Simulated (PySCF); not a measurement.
# C5H11BN2: the cost of one run

The runs use PySCF 2.14.0, with density-fitted response routines of our own; the level of theory stands in each step. All values are computed, except where a source is named. Atoms count from 0, in the outputs and in this text.

## 1. Starting geometry

19 atoms, charge 0, multiplicity 1; geometry from: GFN2-xTB.

Bonds of the start (Å): C0–C1 1.20, C1–B2 1.55, B2–C3 1.65, C3–C4 1.48, C4–N5 1.26, B2–N6 1.66, N6–C7 1.46, C0–H8 1.05, B2–H9 1.19, C3–H10 1.09, C3–H11 1.09, C4–H12 1.10, N5–H13 1.02, N6–H14 1.02, N6–H15 1.02, C7–H16 1.09, C7–H17 1.09, C7–H18 1.09.

## 2. Excited states and response: wB97X-D/def2-SVPD

Job settings and geometry (Å):

```
{"job": {"kind": "uv", "xc": "wB97X-D", "basis": "def2-SVPD", "nstates": 8, "ntriplets": 3}, "charge": 0, "multiplicity": 1}
C     -0.645862     2.972231     0.629943
C     -0.445126     1.790209     0.548988
B     -0.182711     0.265816     0.436710
C      0.988311    -0.068073    -0.675477
C      2.321693     0.219863    -0.109142
N      3.137484    -0.704473     0.147736
N     -1.591331    -0.344393    -0.194871
C     -1.765255    -1.790853    -0.084275
H     -0.807661     4.009467     0.708592
H     -0.023306    -0.267737     1.487533
H      0.843176     0.559222    -1.559552
H      0.971832    -1.116019    -0.978317
H      2.510683     1.285832     0.092407
H      4.013778    -0.404114     0.571966
H     -2.343041     0.143903     0.286307
H     -1.604312    -0.057983    -1.170874
H     -0.930580    -2.289508    -0.571276
H     -1.758103    -2.070661     0.966804
H     -2.699473    -2.123477    -0.540662
```

With the program's defaults for keys left out, this is: TDDFT wB97X-D/def2-SVPD, vertical, gas phase, core orbitals frozen in the response.

Started as:

```sh
> OMP_NUM_THREADS=1 python probes_run.py task.json out
```

This one command runs all jobs of the session in turn.

Q: Estimate the wall time and peak memory of this job on 1 thread of Arm Neoverse V1, shared host.

About 86 s, with a peak of 1.1 GiB.
